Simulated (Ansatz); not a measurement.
What does this script print? It uses Ansatz's Python interface.

Script `spin_io.py`:
```python
import warnings

import ansatz as az

warnings.simplefilter('ignore', az.DeckWarning)

geometry_ang = [
    ('I', (0.0, 0.0, 0.0)),
    ('O', (0.0, 0.0, 1.91)),
]
geometry = az.Crystal.molecule()
for symbol, xyz in geometry_ang:
    geometry = geometry.atom(symbol, xyz)

calculation = geometry.calculation().basis(gaussian='def2-SVP').correlation('ccsd_t').accuracy('high')
found = {}
for unpaired in [1, 3]:
    r = calculation.spin('collinear', total=unpaired).run(threads=1, pin='off').report
    s = unpaired / 2
    found[unpaired] = r['free_energy_ev']
    print(f'2S+1 = {unpaired + 1}: E = {found[unpaired]:.5f} eV, <S^2> = {abs(r["mean_field"]["state"]["spin_squared"]):.3f} (pure state {s * (s + 1):.2f})')
lowest = min(found, key=found.get)
for unpaired, e in found.items():
    print(f'multiplicity {unpaired + 1}: {23.060548 * (e - found[lowest]):.1f} kcal/mol above the lowest')
```

Running `python spin_io.py` prints:
```text
2S+1 = 2: E = -10113.20681 eV, <S^2> = 0.781 (pure state 0.75)
RunWarning: these amplitudes may be one of several solutions (largest doubles amplitude 0.15, level shift 1.30 eV)
2S+1 = 4: E = -10111.01868 eV, <S^2> = 3.787 (pure state 3.75)
multiplicity 2: 0.0 kcal/mol above the lowest
multiplicity 4: 50.5 kcal/mol above the lowest
```
(Warnings from the package without file and line.)

In order: multiplicity 2 (+0.00 eV) and multiplicity 4 (+2.19 eV), all at the one geometry.

Reading the output:
- These settings explore the input space; basis and method may be short of convergence.
- The geometry is a force-field or estimated start, not a minimum of this method, and the basis set is short of its limit. All parts are taken at fixed geometry, without zero-point energy.
- def2 sets replace the cores of elements past krypton by effective core potentials.
- The species is open-shell (spin multiplicity 2).
- Spin-orbit coupling, which mixes and shifts the spin states of heavy atoms, is left out.
- S² is that of the Hartree-Fock reference.
- The spin state was assumed, and another may lie lower.
- The script silences the warnings on its input, which a real study should read.
- Finished in 52 s on 1 thread of Intel(R) Xeon(R) Platinum 8488C (Sapphire Rapids) (shared host), peak memory 0.23 GiB.

(Lines on the test bed's own set-up are left out of the output.)
